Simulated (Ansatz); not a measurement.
Crystal: NbRu3C.

```
Ru Nb C
1.0
     4.06514    0.00000    0.00000
     0.00000    4.06514    0.00000
     0.00000    0.00000    4.06514
Ru Nb C
3 1 1
Direct
  0.50000 0.50000 0.00000
  0.50000 0.00000 0.50000
  0.00000 0.50000 0.50000
  0.00000 0.00000 0.00000
  0.50000 0.50000 0.50000
```

The cell comes from a database or a generator and needn't be the stable form of this composition.

```yaml
Program: Ansatz 0.2.0
Task: relaxation of cell and atoms
Functional: r2SCAN
Potentials_or_basis: Ansatz PAW
Cutoff: "500 eV (not typed: the program's choice for these potentials)"
k_mesh: 7 × 7 × 7
Occupations: fermi-dirac, width 0.05 eV
Spin: no spin polarisation
```

At the start: volume 13.44 Å³/atom.

How do energy, volume and symmetry change on relaxing?

It ends after 5 steps and the volume is 13.08 Å³/atom (-2.6 %); space group Pm-3m (No. 221, to 0.05 Å).

Step by step:
```csv
step,energy change (eV),largest force (eV/Å),volume (Å³)
1,0.0000,0.0000,67.18
2,-0.0264,0.0000,64.32
3,-0.0435,0.0000,65.47
4,-0.0436,0.0000,65.42
5,-0.0423,0.0000,65.42
```

Final structure:
```
Ru Nb C
1.0
     4.02941    0.00000    0.00000
     0.00000    4.02941    0.00000
     0.00000    0.00000    4.02941
Ru Nb C
3 1 1
Direct
  0.50000 0.50000 0.00000
  0.50000 0.00000 0.50000
  0.00000 0.50000 0.50000
  0.00000 0.00000 0.00000
  0.50000 0.50000 0.50000
```

Caveat: the plane-wave basis is chosen anew once the cell has moved, so the energies of steps on either side of that aren't comparable; the PAW data sets come from PBE, with cores solved anew for the run's functional, which leaves a small shift of forces and pressure.
